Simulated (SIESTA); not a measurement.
Ba2Tl5V3O12 in SIESTA: the effect of functional

Crystal: Ba2Tl5V3O12.

```
Ba V Tl O
1.0
     6.65272    0.04946    0.02017
     2.86070    8.36464    0.00384
     2.68279    2.46936    9.19569
Ba V Tl O
2 3 5 12
Cartesian
  5.5442 0.4859 0.2246
  5.0453 8.8099 3.1356
  7.8851 6.7880 3.1058
  2.5747 2.3174 0.3028
  2.2646 2.2781 6.0800
  3.7845 4.2101 3.2255
  6.5448 4.4409 5.5815
  8.1264 9.0456 6.1615
  6.6930 4.4787 1.0881
  4.6212 7.2113 6.8375
  3.6229 2.1646 4.9879
  8.0188 5.0381 3.1811
  3.7266 2.1571 1.5981
  7.5372 1.8755 5.1646
  4.9576 6.4605 9.0991
  7.0474 7.3889 4.4933
  8.6870 3.8848 6.7562
  6.8904 7.1926 1.7495
  1.1117 1.6298 0.9364
  5.2975 9.5590 7.4268
  5.9074 3.9074 8.2110
  9.3999 7.5353 2.8601
```

The cell was built by a generator and needn't be a form met in nature.

Alike in all runs:

```yaml
Program: SIESTA 5.4.2
Task: band structure
Basis: DZP (energy shift 0.003 Ry; two zetas on semicore shells; d shell added on Ba)
Grid_cutoff: 800 Ry
Energy_shift: 0.003 Ry
k_mesh: 5 × 4 × 3
Occupations: fermi-dirac, width 0.05 eV
Spin: collinear spin, ferromagnetic start
Starting_moments: "[0.0, 0.0, 2.0, 2.0, 2.0, 0.0, 0.0, 0.0, 0.0, 0.0, 0.0, 0.0, 0.0, 0.0, 0.0, 0.0, 0.0, 0.0, 0.0, 0.0, 0.0, 0.0] μB"
```

| functional | potentials or basis | gap on the mesh (eV) | pressure (GPa) | largest force (eV/Å) |
| --- | --- | --- | --- | --- |
| LDA | PseudoDojo 0.4 standard (LDA files) | ? | ? | ? |
| PBEsol | PseudoDojo 0.4 standard (PBEsol files) | 2.82 | -1.5 | 0.20 |
| PBE | PseudoDojo 0.4 standard (PBE files) | 2.86 | 1.1 | 0.37 |
| RPBE | PseudoDojo 0.4 standard (PBE files) | 2.94 | 3.0 | 0.53 |
| BLYP | PseudoDojo 0.4 standard (PBE files) | 2.90 | 3.5 | 0.77 |
| AM05 | PseudoDojo 0.4 standard (PBEsol files) | 2.88 | -0.9 | 0.19 |

Q: What does the run with functional LDA give?

A: gap on the mesh 2.78 eV; pressure -3.8 GPa; largest force 0.39 eV/Å.

Caveats: this set's barium file shifts pressures by up to 1 GPa against other sets; spin-orbit coupling is left out, which as a rule narrows the gap of such compounds by several tenths of an eV; the basis of atomic orbitals isn't converged, which shifts pressures, moduli and gaps; the potentials were made for another functional, which shifts forces and pressure (some runs).

